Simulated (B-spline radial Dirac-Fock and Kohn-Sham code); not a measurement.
**Internal conversion in Hf**

The question: how often a nuclear transition in Hf ejects an electron in place of a γ ray, by multipolarity.

The numbers are computed with B-spline radial Dirac-Fock and Kohn-Sham code (version 5): internal conversion coefficients: Dirac-Hartree-Slater potential of the neutral atom with a Latter tail, no hole, finite nucleus with surface currents.

### Step 1. The system

The free hafnium atom, configuration [Xe] 4f14 5d2 6s2.

```yaml
nuclear_charge: 72
electrons: 72
mass_number: 180
nuclear_rms_radius: 5.347 fm
```

Outer shells as boxes (Hund's rule, for the drawing alone; heavy ions are jj-coupled, and the calculation averages over the configuration):

```
[Xe] core
4f [↑↓][↑↓][↑↓][↑↓][↑↓][↑↓][↑↓]
5d [↑ ][↑ ][  ][  ][  ]
6s [↑↓]
```

### Step 2. 30.70 keV

task.json holds this item:

```json
{
  "Z": 72,
  "q": 0,
  "cfg": [[1, 0, 2], [2, 0, 2], [2, 1, 6], [3, 0, 2], [3, 1, 6], [3, 2, 10], [4, 0, 2], [4, 1, 6], [4, 2, 10], [4, 3, 14], [5, 0, 2], [5, 1, 6], [5, 2, 2], [6, 0, 2]],
  "A": 180,
  "rrms": 5.347,
  "tag": "ground",
  "do": "conversion",
  "edges": {"K": 65351.0, "L1": 11271.0, "L2": 10739.0, "L3": 9561.0, "M1": 2601.0, "M2": 2365.0, "M3": 2107.0, "M4": 1716.0, "M5": 1662.0, "N1": 538.0, "N2": 438.2, "N3": 380.7, "N4": 220.0, "N5": 211.5, "N6": 15.9, "N7": 14.2, "O1": 64.2, "O2": 38.0, "O3": 29.9},
  "gamma": [20, 30.7, 67.1, 100, 126.0, 239.0, 437.0, 536.0, 1000, 1310.0]
}
```

Command:

```bash
python xray2_run.py task.json out
```

This run: transition_energy = 30.7.

### Step 3. 100.0 keV

This run: transition_energy = 100.

### Step 4. 239.0 keV

This run: transition_energy = 239.0.

### Step 5. 536.0 keV

This run: transition_energy = 536.0.

### Step 6. 1310 keV

This run: transition_energy = 1310.0.

(Steps that only read results are left out.)

**Question.** What will these runs give?

**Answer**, as computed:

| quantity | value |
| --- | --- |
| E1, M1, E2 at 239.0 keV | 0.0377, 0.346, 0.162 |
| share of decays by electrons for M1 there | 25.7 % |

What this shows: At 239.0 keV conversion outweighs γ emission for M2 and M3. The K shell opens within this range. L1/L3 is 95.1 for M1 and 0.894 for E2, so the L lines reveal the mixture. Pair formation and nuclear penetration beyond the surface-current model are left out.
